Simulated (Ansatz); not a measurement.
# F5HMoO: the cost of one run

Method: the settings change from run to run; program: Ansatz 0.2.0, Gaussian basis.

### 1 The geometry

The structure was relaxed beforehand with PBE0-D4 in a triple-zeta def2 set. Mo takes a core potential in def2 sets; no spin-orbit term is included.

SMILES `[OH][Mo]([F])([F])([F])([F])[F]`, 8 atoms, charge 0, spin multiplicity 1.

Atoms are counted from 1 here; the program's logs count them from 0.

Bond lengths: O1–Mo2 1.820 Å, O1–H8 0.962 Å, Mo2–F3 1.829 Å, Mo2–F4 1.826 Å, Mo2–F5 1.843 Å, Mo2–F6 1.822 Å, Mo2–F7 1.829 Å. Angles: Mo2–O1–H8 137.8°, O1–Mo2–F3 93.3°, O1–Mo2–F4 170.5°, O1–Mo2–F5 85.6°, O1–Mo2–F6 94.1°, O1–Mo2–F7 93.3°, F3–Mo2–F4 87.1°, F3–Mo2–F5 92.0°, F3–Mo2–F6 88.0°, F3–Mo2–F7 172.6°, F4–Mo2–F5 84.9°, F4–Mo2–F6 95.4°, F4–Mo2–F7 87.1°, F5–Mo2–F6 179.7°, F5–Mo2–F7 92.0°, F6–Mo2–F7 88.0°.

### 2 r2SCAN/x2c-TZVPPall

Options: D3(BJ) dispersion.

Input file in.yaml:

```yaml
crystal:
  periodic: [false, false, false]
  atoms:
    - {symbol: O, position_ang: [-0.802804, 0.609526, -1.150204]}
    - {symbol: Mo, position_ang: [0.130340, -0.009592, 0.284743]}
    - {symbol: F, position_ang: [-1.353988, -0.736479, 1.068169]}
    - {symbol: F, position_ang: [1.112184, -0.878400, 1.556251]}
    - {symbol: F, position_ang: [0.414386, -1.520645, -0.731443]}
    - {symbol: F, position_ang: [-0.155968, 1.488409, 1.281160]}
    - {symbol: F, position_ang: [1.699181, 0.743097, -0.278734]}
    - {symbol: H, position_ang: [-1.043321, 0.304094, -2.029931]}
basis:
  gaussian: {orbitals: x2c-TZVPPall}
hamiltonian: {xc: {name: r2SCAN}, dispersion: d3bj}
output: {forces: true}
```

Started as:

```sh
> ansatz run in.yaml --threads 4 --pin off --events-out ev --progress --plain --max-ram 11315MiB
```

Q: Estimate wall time and peak memory on 4 threads of Intel Xeon at 2.50GHz, shared host.

About 16 s, with a peak of 0.53 GiB.
